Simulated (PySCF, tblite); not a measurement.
# C₅H₁₄SSi₂: geometry, infrared bands and NMR shifts

Aim: predict the infrared bands and NMR shifts of C₅H₁₄SSi₂ (`CS[C@H]1C[C@H]([SiH2][SiH3])C1`).

The runs use tblite 0.8.0 and PySCF 2.14.0, with density-fitted response routines of our own; the level of theory stands in each step. All values are computed, except where a source is named. Atoms are numbered from 0 throughout.

### 1 Starting geometry

22 atoms, charge 0, multiplicity 1; geometry from: force field or distance geometry start.

Bonds of the start (Å): C0–S1 1.80, S1–C2 1.86, C2–C3 1.54, C3–C4 1.54, C4–Si5 1.91, Si5–Si6 2.31, C4–C7 1.55, C7–C2 1.55, C0–H8 1.09, C0–H9 1.10, C0–H10 1.10, C2–H11 1.10, C3–H12 1.08, C3–H13 1.11, C4–H14 1.11, Si5–H15 1.48, Si5–H16 1.49, Si6–H17 1.48, Si6–H18 1.50, Si6–H19 1.49, C7–H20 1.09, C7–H21 1.09.

### 2 Geometry optimisation with GFN2-xTB

The job: settings as JSON, then the geometry in Å.

```
{"job": {"kind": "relax", "xc": "GFN2-xTB", "basis": "xTB"}, "charge": 0, "multiplicity": 1}
C     -3.885900     0.384700    -0.724400
S     -2.374100     1.358500    -0.666100
C     -1.423100     0.200300     0.432900
C     -0.767200    -0.944400    -0.363200
C      0.511800    -0.090500    -0.459400
Si     2.164300    -1.011700    -0.212100
Si     3.904400     0.510500    -0.161600
C     -0.003600     0.734100     0.742100
H     -3.703600    -0.598500    -1.163100
H     -4.632600     0.911500    -1.336100
H     -4.312700     0.258800     0.278200
H     -1.996900    -0.108300     1.319100
H     -1.226700    -1.235100    -1.299000
H     -0.666700    -1.863200     0.248500
H      0.541700     0.503400    -1.393700
H      2.369600    -1.989700    -1.298900
H      2.116900    -1.776200     1.068100
H      3.971700     1.257400    -1.437400
H      3.702800     1.480900     0.958000
H      5.208100    -0.184900     0.058700
H      0.345800     0.407700     1.726600
H      0.145600     1.814000     0.675100
```

The run is started by

```sh
> OMP_NUM_THREADS=1 python probes_run.py task.json out
```

One launch serves the whole session: the jobs run in the order shown.

**Question.** This job is followed by: GFN2-xTB harmonic vibrations, gas phase; GIAO PBE0/pcSseg-1 NMR shielding, non-relativistic, gas phase. What will the session give for the following? strongest single infrared mode (GFN2-xTB); zero-point energy (GFN2-xTB); 13C shifts against TMS (PBE0/pcSseg-1, means over atoms taken as alike); 1H shifts against TMS (PBE0/pcSseg-1, means over atoms taken as alike); 33S shifts against CS2 (PBE0/pcSseg-1); 29Si shifts against TMS (PBE0/pcSseg-1).

**Answer**, as computed:

```
                                                               quantity                                         value
                              strongest single infrared mode (GFN2-xTB)                          682 cm⁻¹, 634 km/mol
                                           zero-point energy (GFN2-xTB)                                105.0 kcal/mol
13C shifts against TMS (PBE0/pcSseg-1, means over atoms taken as alike)                    42.8, 34.1, 18.7, 12.0 ppm
 1H shifts against TMS (PBE0/pcSseg-1, means over atoms taken as alike)  3.96, 3.40, 3.37, 2.34, 2.15, 1.94, 1.87 ppm
                                 33S shifts against CS2 (PBE0/pcSseg-1)                                         8 ppm
                                29Si shifts against TMS (PBE0/pcSseg-1)                             -65.5, -122.5 ppm
```

What this shows: Over 175 steps the energy fell by 0.213 eV; of the close pairs, S1–C2 changed most, 1.858 to 1.821 Å. The lowest mode is slightly imaginary (14i cm⁻¹), a soft motion within the noise of the Hessian, so the minimum is not strictly shown. The strongest single mode, at 682 cm⁻¹, has its largest shares on H15, H16 and Si5 (the list is cut at 3 atoms). Unscaled tight-binding wavenumbers are off by several per cent, some by more. Its intensities can rank the bands wrongly. At PBE0/pcSseg-1: The widest tensor belongs to S1: span 386 ppm, with a paramagnetic part of -561 ppm.
